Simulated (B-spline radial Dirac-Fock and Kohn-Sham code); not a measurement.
**An X-ray data sheet for Cd⁵⁺, step by step**

What does theory give for cadmium as Cd⁵⁺? The session works out its X-ray form factor and Compton profile, the binding energy of each subshell, how cheaper methods do for the levels and the widths and yields of its core holes.

Program: B-spline radial Dirac-Fock and Kohn-Sham code, version 2. Model: a free atom or ion on a radial basis; each step names its model. All values are calculated, but those marked as tabulated.

## (1) What is computed

Cd⁵⁺ in the configuration [Kr] 4d7.

```
nuclear charge     : 48
electrons          : 43
mass number        : 114
nuclear rms radius : 4.6087 fm
```

Outer shells as boxes (Hund's rule, for the drawing alone; heavy ions are jj-coupled, and the calculation averages over the configuration):

```
[Kr] core
4d [↑↓][↑↓][↑ ][↑ ][↑ ]
```

## (2) Scattering by the electron cloud

Model: Dirac-Fock average of configuration, finite nucleus; form factor of the spherical density, Waller-Hartree incoherent function, impulse-approximation Compton profiles.

Settings, as recorded:

```ini
task = scatter
Z = 48
charge = 5
configuration = 1s2 2s2 2p6 3s2 3p6 3d10 4s2 4p6 4d7
mass_number = 114
rms_radius = 4.6087  # fm
s = [0.0, 0.05, 0.1, 0.15, 0.2, 0.25, 0.3, 0.35, 0.4, 0.45, 0.5, 0.6, 0.7, 0.8, 0.9, 1.0, 1.1, 1.2, 1.4, 1.6, 1.8, 2.0, 2.5, 3.0, 3.5, 4.0, 5.0, 6.0]  # 1/A
pz = [0, 0.1, 0.14, 0.21, 0.3, 0.43, 0.63, 0.9, 1.3, 1.9, 2.7, 3.9, 5.7, 8.2, 12.0, 17.0, 25.0, 35.0, 51.0, 74.0, 110.0]  # a.u.
photon_energy = [5000, 8047.8, 17479.3, 30000, 50000, 100000, 200000, 1000000]  # eV
```

## (3) Hole states by ΔSCF

Model: Dirac-Fock average of configuration, Delta-SCF, finite nucleus, first-order Breit with its frequency dependence, self-energy and vacuum polarisation.

Recorded inputs:

```ini
task = binding
```

## (4) Dirac LDA, for comparison

Model: Dirac-Kohn-Sham LDA (Slater exchange, VWN correlation), finite nucleus, spherical and without spin polarisation.

Recorded inputs:

```ini
task = binding-ladder
method = lda,vwn
relativity = dirac
```

## (5) Widths and yields

Model: independent-particle rates: relativistic LDA orbitals of the hole state, multipoles to L = 3 (length form), Coulomb Auger matrix elements with a Latter-tail continuum; energies from Dirac-Fock.

The run's settings:

```ini
task = decay
holes = ["K", "L1", "L2", "L3", "M1", "M2", "M3", "M4", "M5", "N1", "N2", "N3"]
```

## (6) non-relativistic HF, for comparison

Model: non-relativistic Hartree-Fock, average of configuration, point nucleus.

Recorded inputs:

```ini
task = binding-ladder
method = hf
relativity = nr
```

(Steps that only read results are left out.)

Q: Predict the outcome of this session. Wanted: rms radius of the electron cloud; form factor halves at; Compton profile at zero; deepest level listed, K; least bound, N4,5; Kα1; Dirac LDA, K: eigenvalue / ΔSCF; K hole: width, yield; non-relativistic HF, 1s: eigenvalue / ΔSCF.

As calculated:

| quantity | value |
| --- | --- |
| rms radius of the electron cloud | 0.688 bohr |
| form factor halves at | 0.63 1/Å |
| Compton profile at zero | 5.139 1/a.u. |
| deepest level listed, K (1s) | 26799.5 eV |
| least bound, N4,5 (4d) | 88.20 eV |
| Kα1 | 23171.6 eV |
| ionisation energy, NIST (theoretical) | 87.0000 eV |
| Dirac LDA, K: eigenvalue / ΔSCF | 26552.1 / 26875.0 eV |
| K hole: width, yield | 7.14 eV, 0.841 |
| its lifetime | 0.0921 fs |
| its strongest line | Kα1 (K-L3), 23171.6 eV |
| non-relativistic HF, 1s: eigenvalue / ΔSCF | 26071.8 / 26014.5 eV |

What this shows: Further runs did not end well and aren't shown (photo). The form factor starts at the 43 electrons and halves by s = 0.63 1/Å. Incoherent scattering outweighs coherent from 100 keV on, among the energies asked. The K (1s) level lies 60.3 eV under Koopmans' value by relaxation alone; Breit gives -55.82 and QED -28.20 eV. NIST's ionisation energy differs by -1.20 eV from the least binding energy, within its stated uncertainty. Dirac LDA misses the K level by -0.9 % with its eigenvalue and by +0.3 % with ΔSCF, so total-energy differences mend most of the error. The K hole lives 0.092 fs and decays mostly by X-ray emission (yield 0.84). Coster-Kronig decay rules M1, M2, M3 and N1, where this model's widths can be far from the measured ones. Non-relativistic HF misses the 1s level by -2.7 % with its eigenvalue and by -2.9 % with ΔSCF, as relativity is missing. The Hartree-Fock and Dirac-Fock values hold no electron correlation.
